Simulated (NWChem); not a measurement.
**CH4BFOSi (SMILES O=CB[SiH2]F): levels of theory compared**

We compute a comparison of 6 runs (HF/STO-3G, B3LYP/6-31G*, M06-2X/def2-SVP, PBE0/def2-SVP, SVWN5/def2-SVP, MP2/def2-SVP) of CH4BFOSi. 

The calculation is run with NWChem 7.3.0.

## (1) Starting point

CH4BFOSi: 9 atoms, total charge 0, spin state singlet. SMILES: `O=CB[SiH2]F`. The coordinates come from a PBE0-D4/def2-TZVP relaxation. This is one conformer, not always the lowest.

Bond lengths: O1–C2 1.227 Å, C2–B3 1.522 Å, B3–Si4 2.001 Å, Si4–F5 1.610 Å, C2–H6 1.099 Å, B3–H7 1.195 Å, Si4–H8 1.489 Å, Si4–H9 1.486 Å. Some angles: O1–C2–B3 90.0°, C2–B3–Si4 120.9°, B3–Si4–F5 110.9°, O1–C2–H6 122.9°, B3–C2–H6 147.1°, C2–B3–H7 117.0°, Si4–B3–H7 122.0°, B3–Si4–H8 109.8°, B3–Si4–H9 112.6°, F5–Si4–H8 107.4°.

## (2) Energy and gradient at HF/STO-3G (run 1)

run.nw

```
start run
title "CH4BFOSi gradient"
memory 2200 mb
charge 0
geometry units angstrom noautosym nocenter noautoz
O     -0.789500     0.780400     1.703800
C     -0.128300     1.442100     0.910400
B      0.628100     0.188700     0.495800
Si    -0.077200    -1.007600    -0.945000
F     -1.360800    -0.349200    -1.659700
H     -0.262400     2.525000     0.778500
H      1.608700    -0.084900     1.121700
H      0.964000    -1.202600    -1.991900
H     -0.494200    -2.338100    -0.430900
end
basis spherical bse
O library STO-3G
C library STO-3G
B library STO-3G
Si library STO-3G
F library STO-3G
H library STO-3G
end
scf
thresh 1e-08
maxiter 80
print medium
end
task scf gradient
```

Run with:

```console
$ nwchem run.nw > run.out
```

The log of the run:

```text
[...]
  functions       =    33
[...]
  wavefunction    = RHF
[...]
         Total SCF energy =   -521.530788035216
      One-electron energy =  -1123.366514080754
      Two-electron energy =    402.066132083605
 Nuclear repulsion energy =    199.769593961932
        Time for solution =      3.3s
[...]
                         RHF ENERGY GRADIENTS
    atom               coordinates                        gradient
                 x          y          z           x          y          z
   1 O      -1.491939   1.474742   3.219715    0.010860   0.024344  -0.018367
   2 C      -0.242452   2.725174   1.720407   -0.009791  -0.028226   0.016413
   3 B       1.186937   0.356591   0.936926   -0.011738   0.016394  -0.002808
   4 Si     -0.145887  -1.904088  -1.785791   -0.029181   0.029835  -0.002501
   5 F      -2.571539  -0.659892  -3.136378    0.012462  -0.006544   0.007046
   6 H      -0.495864   4.771558   1.471152   -0.003026  -0.001490   0.002595
   7 H       3.040002  -0.160438   2.119706    0.018995  -0.003858   0.010902
   8 H       1.821696  -2.272584  -3.764145    0.021850  -0.003076  -0.023363
   9 H      -0.933903  -4.418368  -0.814283   -0.010431  -0.027379   0.010084
[...]
```

Run time: 5.4 s. Hardware: 1 thread of Intel Xeon Platinum 8259CL at 2.50GHz (Skylake/Cascade Lake), shared host; peak memory 0.099 GiB.

## (3) Energy and gradient at B3LYP/6-31G(d) (Cartesian functions) (run 2)

job.nw

```
start job
title "CH4BFOSi"
memory total 2200 mb

geometry noautosym nocenter noautoz
   O     -0.789500     0.780400     1.703800
   C     -0.128300     1.442100     0.910400
   B      0.628100     0.188700     0.495800
   Si    -0.077200    -1.007600    -0.945000
   F     -1.360800    -0.349200    -1.659700
   H     -0.262400     2.525000     0.778500
   H      1.608700    -0.084900     1.121700
   H      0.964000    -1.202600    -1.991900
   H     -0.494200    -2.338100    -0.430900
end

basis
   * library 6-31G*
end

dft
   xc b3lyp
   grid xfine
   convergence energy 1e-08
   iterations 100
   mulliken
end

task dft gradient
```

Run with:

```console
$ nwchem job.nw > job.out
```

The log of the run:

```text
[...]
          Wavefunction type:  closed shell.
          No. of atoms     :     9
          No. of electrons :    46
[...]
          Charge           :     0
          Spin multiplicity:     1
[...]
          AO basis - number of functions:    87
[...]
              XC Information
              --------------
                         B3LYP Method XC Potential
                     Hartree-Fock (Exact) Exchange  0.200
                        Slater Exchange Functional  0.800 local
                    Becke 1988 Exchange Functional  0.720 non-local
              Lee-Yang-Parr Correlation Functional  0.810
                  VWN I RPA Correlation Functional  0.190 local
[...]
 d= 0,ls=0.0,diis     1   -529.7955441886 -7.30D+02  2.17D-02  1.09D+00     5.6
[...]
 d= 0,ls=0.0,diis    11   -529.9230934682 -3.44D-09  4.61D-07  2.39D-09    54.6
         Total DFT energy =     -529.923093468235
      One electron energy =    -1128.045692777064
           Coulomb energy =      449.338031684155
    Exchange-Corr. energy =      -50.985026337259
 Nuclear repulsion energy =      199.769593961932
[...]
  wavefunction    = closed shell
                         DFT ENERGY GRADIENTS
    atom               coordinates                        gradient
                 x          y          z           x          y          z
   1 O      -1.491939   1.474742   3.219715    0.012007   0.006845  -0.013384
   2 C      -0.242452   2.725174   1.720407   -0.008059  -0.008196   0.009317
   3 B       1.186937   0.356591   0.936926   -0.004790   0.001954   0.001912
   4 Si     -0.145887  -1.904088  -1.785791   -0.005773   0.004489  -0.001743
   5 F      -2.571539  -0.659892  -3.136378    0.008485  -0.004960   0.004395
   6 H      -0.495864   4.771558   1.471152    0.000426  -0.002206   0.000056
   7 H       3.040002  -0.160438   2.119706   -0.000132   0.000125   0.000241
   8 H       1.821696  -2.272584  -3.764145   -0.001585   0.000654   0.000149
   9 H      -0.933903  -4.418368  -0.814283   -0.000580   0.001296  -0.000945
[...]
```

Run time: 71 s. Hardware: 1 thread of Intel Xeon Platinum 8259CL at 2.50GHz (Skylake/Cascade Lake), shared host; peak memory 0.15 GiB.

## (4) Energy and gradient at M06-2X/def2-SVP (run 3)

ch4bfosi.xyz

```xyz
9
CH4BFOSi
O     -0.789500     0.780400     1.703800
C     -0.128300     1.442100     0.910400
B      0.628100     0.188700     0.495800
Si    -0.077200    -1.007600    -0.945000
F     -1.360800    -0.349200    -1.659700
H     -0.262400     2.525000     0.778500
H      1.608700    -0.084900     1.121700
H      0.964000    -1.202600    -1.991900
H     -0.494200    -2.338100    -0.430900
```

ch4bfosi.nw

```
START ch4bfosi
TITLE "CH4BFOSi"
memory 2200 mb

GEOMETRY units angstroms noautosym nocenter noautoz
  load ch4bfosi.xyz
END

BASIS "ao basis" spherical bse
  * library def2-SVP
END

DFT
  xc m06-2x
  grid fine
  convergence energy 1e-08
  maxiter 100
  mulliken
  print medium
END

TASK dft gradient
```

Run with:

```console
$ nwchem ch4bfosi.nw > ch4bfosi.out
```

The log of the run:

```text
[...]
          Wavefunction type:  closed shell.
          No. of atoms     :     9
          No. of electrons :    46
[...]
          Charge           :     0
          Spin multiplicity:     1
[...]
          AO basis - number of functions:    94
[...]
              XC Information
              --------------
                       M06-2X Method XC Functional
                     Hartree-Fock (Exact) Exchange  0.540
                        M06-2X Exchange Functional  1.000
                      M06-2X Correlation Potential  1.000
[...]
 d= 0,ls=0.0,diis     1   -529.4105121278 -7.29D+02  1.53D-02  8.46D-01     3.5
[...]
 d= 0,ls=0.0,diis    12   -529.5240164885 -1.39D-09  2.97D-07  7.97D-10    39.9
         Total DFT energy =     -529.524016488458
      One electron energy =    -1127.392821523408
           Coulomb energy =      448.927493593236
    Exchange-Corr. energy =      -50.828282520218
 Nuclear repulsion energy =      199.769593961933
[...]
      Total Density - Mulliken Population Analysis
     ---------------------------------------------
    Atom       Charge   Shell Charges
 -----------   ------   -------------------------------------------------------
    1 O    8     8.25   1.99  1.10  0.73  2.78  1.62  0.02
    2 C    6     5.79   1.99  0.95  0.29  1.95  0.54  0.08
    3 B    5     5.14   1.99  0.85  0.18  1.57  0.51  0.05
    4 Si  14    13.33   2.00  1.98  1.00  0.16  5.93  1.25  0.72  0.28
    5 F    9     9.37   1.99  1.11  0.81  3.35  2.10  0.00
    6 H    1     0.93   0.75  0.16  0.02
    7 H    1     0.98   0.74  0.23  0.01
    8 H    1     1.11   0.74  0.36  0.01
    9 H    1     1.09   0.74  0.34  0.01
[...]
  wavefunction    = closed shell
                         DFT ENERGY GRADIENTS
    atom               coordinates                        gradient
                 x          y          z           x          y          z
   1 O      -1.491939   1.474742   3.219715   -0.004393  -0.001871   0.004898
   2 C      -0.242452   2.725174   1.720407    0.006851  -0.000615  -0.005748
   3 B       1.186937   0.356591   0.936926   -0.000388   0.005379   0.002061
   4 Si     -0.145887  -1.904088  -1.785791   -0.012760   0.009121  -0.005138
   5 F      -2.571539  -0.659892  -3.136378    0.012281  -0.007529   0.006072
   6 H      -0.495864   4.771558   1.471152    0.000783  -0.004653   0.000138
   7 H       3.040002  -0.160438   2.119706   -0.002511   0.000848  -0.001520
   8 H       1.821696  -2.272584  -3.764145    0.000332  -0.000149  -0.000512
   9 H      -0.933903  -4.418368  -0.814283   -0.000195  -0.000532  -0.000251
[...]
```

Wall time 53 s (1 thread of Intel Xeon Platinum 8259CL at 2.50GHz (Skylake/Cascade Lake), shared host); peak memory 0.12 GiB.

Runs 4 to 5 aren't shown in full; the table further down has their settings and results.

## (5) Energy and forces at MP2/def2-SVP (run 6)

job.xyz

```xyz
9
CH4BFOSi gradient
O     -0.789500     0.780400     1.703800
C     -0.128300     1.442100     0.910400
B      0.628100     0.188700     0.495800
Si    -0.077200    -1.007600    -0.945000
F     -1.360800    -0.349200    -1.659700
H     -0.262400     2.525000     0.778500
H      1.608700    -0.084900     1.121700
H      0.964000    -1.202600    -1.991900
H     -0.494200    -2.338100    -0.430900
```

job.nw

```
START job
TITLE "CH4BFOSi gradient"
memory 2200 mb

GEOMETRY noautosym nocenter noautoz
   load job.xyz
END

BASIS spherical bse
   * library def2-SVP
END

SCF
   thresh 1e-08
   maxiter 80
END

MP2
   freeze core 9
   tight
END

TASK mp2 gradient
```

Run with:

```console
$ nwchem job.nw > job.out
```

The log of the run:

```text
[...]
  functions       =    94
[...]
  wavefunction    = RHF
[...]
         Total SCF energy =   -527.831801197969
      One-electron energy =  -1127.055217678414
      Two-electron energy =    399.453822518512
 Nuclear repulsion energy =    199.769593961933
        Time for solution =     27.7s
[...]
          Total MP2 energy          -528.506769564461
[...]
                         mp2 ENERGY GRADIENTS
    atom               coordinates                        gradient
                 x          y          z           x          y          z
   1 O      -1.491939   1.474742   3.219715    0.009266   0.013211  -0.011969
   2 C      -0.242452   2.725174   1.720407   -0.006525  -0.015913   0.010250
   3 B       1.186937   0.356591   0.936926    0.000248   0.004749   0.001757
   4 Si     -0.145887  -1.904088  -1.785791   -0.017096   0.013165  -0.005919
   5 F      -2.571539  -0.659892  -3.136378    0.017399  -0.009826   0.008864
   6 H      -0.495864   4.771558   1.471152    0.000192  -0.005058   0.000772
   7 H       3.040002  -0.160438   2.119706   -0.003682   0.000934  -0.002595
   8 H       1.821696  -2.272584  -3.764145    0.001017   0.000072  -0.001533
   9 H      -0.933903  -4.418368  -0.814283   -0.000819  -0.001334   0.000372
[...]
```

It took 64 s on 1 thread of Intel Xeon Platinum 8259CL at 2.50GHz (Skylake/Cascade Lake), shared host; peak memory 0.32 GiB.

## (6) Overview of the runs

```csv
run,level,Cartesian functions,iteration cap,energy (Eh),dipole moment (D),HOMO energy (eV),LUMO energy (eV),wall time
1,HF/STO-3G,no,80,-521.530788,1.52,-8.78,6.88,5.4 s
2,B3LYP/6-31G* (Cartesian functions),yes,100,-529.923093,2.17,-7.72,-1.80,71 s
3,M06-2X/def2-SVP,no,100,-529.524016,2.29,-9.39,-0.61,53 s
4,PBE0/def2-SVP,no,100,-529.258160,2.22,-8.14,-1.80,44 s
5,SVWN5/def2-SVP,no,100,-526.658211,2.00,-6.86,-3.18,27 s
6,MP2/def2-SVP,no,80,-528.506770,2.22,-11.47,2.32,64 s
```

## (7) Outcome

```
                                                      quantity          value
                                           run 6: total energy  -528.50677 Eh
run 6: dipole moment (of the density that the program reports)         2.22 D
                    run 6: HOMO energy (Hartree–Fock orbitals)      -11.47 eV
                    run 6: LUMO energy (Hartree–Fock orbitals)        2.32 eV
                  run 6: HOMO–LUMO gap (Hartree–Fock orbitals)       13.78 eV
            run 6: correlation energy (9 core orbitals frozen)     -675.0 mEh
                               run 6: largest force on an atom     1.151 eV/Å
```

The dipole moment (its size) runs from 1.52 D (HF/STO-3G) to 2.29 D (M06-2X/def2-SVP). The two ends differ in method and basis. Over runs 1, 2, 3, 4, 5 the HOMO–LUMO gap runs from 3.68 eV (SVWN5/def2-SVP) to 15.66 eV (HF/STO-3G). Totals of different functionals can't be ranked against each other. In run 1 the basis is minimal, so the values are rough. All runs together took 4.4 min, the longest 71 s.
